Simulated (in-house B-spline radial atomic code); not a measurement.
# O²⁺ in a hard spherical wall

Aim: energy and levels of O²⁺ squeezed by an impenetrable sphere of shrinking radius. More than one configuration is followed.

Method: Dirac-Coulomb LDA (Slater, VWN5), spherical fractional occupations, Fermi nucleus, basis-set limit. Code: in-house B-spline radial atomic code version 1.

## 1. What is computed

| Property | Result |
| --- | --- |
| element | oxygen (Z = 8) |
| charge | +2 |
| electrons | 6 |
| configuration | [He] 2s2 2p2 |
| Hamiltonian | Dirac-Coulomb |
| nucleus | Fermi, rms radius 2.699 fm |

The outer shells:

[He] 2s2 2p2
```
[He] core
2s [↑↓]
2p [↑ ][↑ ][  ]
```

The boxes only draw the filling; these runs are spin-restricted and spherical.

## 2. Reference run without a wall

The run's settings:

```ini
Z = 8
electrons = 6.0
configuration = [He] 2s2 2p2
hamiltonian = dirac
method = lda,vwn
spin_polarised = False
nucleus = fermi
rms_radius = 2.6991
mass_number = 16
atomic_mass = 15.99491461926
speed_of_light = 137.035999084
```

## 3. Wall at 5.93 bohr, configuration [He] 2s2 2p2

Changes to the settings of step 2:

```diff
@@ -11 +11,2 @@
 speed_of_light = 137.035999084
+wall_radius = 5.93
```

## 4. Wall at 3.9 bohr, configuration [He] 2s2 2p2

Changes to the settings of step 3:

```diff
@@ -11,2 +11,2 @@
 speed_of_light = 137.035999084
-wall_radius = 5.93
+wall_radius = 3.9
```

## 5. Wall at 2.93 bohr, configuration [He] 2s2 2p2

Changes to the settings of step 4:

```diff
@@ -11,2 +11,2 @@
 speed_of_light = 137.035999084
-wall_radius = 3.9
+wall_radius = 2.93
```

## 6. Wall at 2.12 bohr, configuration [He] 2s2 2p2

Changes to the settings of step 5:

```diff
@@ -11,2 +11,2 @@
 speed_of_light = 137.035999084
-wall_radius = 2.93
+wall_radius = 2.12
```

## 7. Wall at 1.42 bohr, configuration [He] 2s2 2p2

Changes to the settings of step 6:

```diff
@@ -11,2 +11,2 @@
 speed_of_light = 137.035999084
-wall_radius = 2.12
+wall_radius = 1.42
```

## 8. Wall at 5.93 bohr, configuration [He] 2s1 2p3

The run's settings:

```ini
Z = 8
electrons = 6.0
configuration = [He] 2s1 2p3
hamiltonian = dirac
method = lda,vwn
spin_polarised = False
nucleus = fermi
rms_radius = 2.6991
mass_number = 16
atomic_mass = 15.99491461926
speed_of_light = 137.035999084
wall_radius = 5.93
```

## 9. Wall at 3.9 bohr, configuration [He] 2s1 2p3

Changes to the settings of step 8:

```diff
@@ -11,2 +11,2 @@
 speed_of_light = 137.035999084
-wall_radius = 5.93
+wall_radius = 3.9
```

## 10. Wall at 2.93 bohr, configuration [He] 2s1 2p3

Changes to the settings of step 9:

```diff
@@ -11,2 +11,2 @@
 speed_of_light = 137.035999084
-wall_radius = 3.9
+wall_radius = 2.93
```

## 11. Wall at 2.12 bohr, configuration [He] 2s1 2p3

Changes to the settings of step 10:

```diff
@@ -11,2 +11,2 @@
 speed_of_light = 137.035999084
-wall_radius = 2.93
+wall_radius = 2.12
```

## 12. Wall at 1.42 bohr, configuration [He] 2s1 2p3

Changes to the settings of step 11:

```diff
@@ -11,2 +11,2 @@
 speed_of_light = 137.035999084
-wall_radius = 2.12
+wall_radius = 1.42
```

**Question.** What do the energy and the highest level do as the wall closes in, and which configuration is lower at each radius?

The runs gave:

| configuration | radius (bohr) | energy above the free system (eV) | highest level (eV) |
| --- | --- | --- | --- |
| [He] 2s2 2p2 | 5.93 | 8.9e-05 | -43.344 (2p3/2) |
| [He] 2s2 2p2 | 3.9 | 0.0600 | -43.243 (2p3/2) |
| [He] 2s2 2p2 | 2.93 | 1.198 | -42.099 (2p3/2) |
| [He] 2s2 2p2 | 2.12 | 13.412 | -34.921 (2p3/2) |
| [He] 2s2 2p2 | 1.42 | 108.88 | -0.624 (2p3/2) |
| [He] 2s1 2p3 | 5.93 | 14.716 | -43.003 (2p3/2) |
| [He] 2s1 2p3 | 3.9 | 14.794 | -42.877 (2p3/2) |
| [He] 2s1 2p3 | 2.93 | 16.107 | -41.585 (2p3/2) |
| [He] 2s1 2p3 | 2.12 | 28.760 | -34.033 (2p3/2) |
| [He] 2s1 2p3 | 1.42 | 119.77 | 0.866 (2p3/2) |

**Reading.** For [He] 2s2 2p2 the energy above the free reference is 8.9e-05 eV at 5.93 bohr and 108.88 eV at 1.42 bohr. Of [He] 2s2 2p2 and [He] 2s1 2p3, the first stays lower at every radius that both share. A hard wall is a crude model of an atom's surroundings.
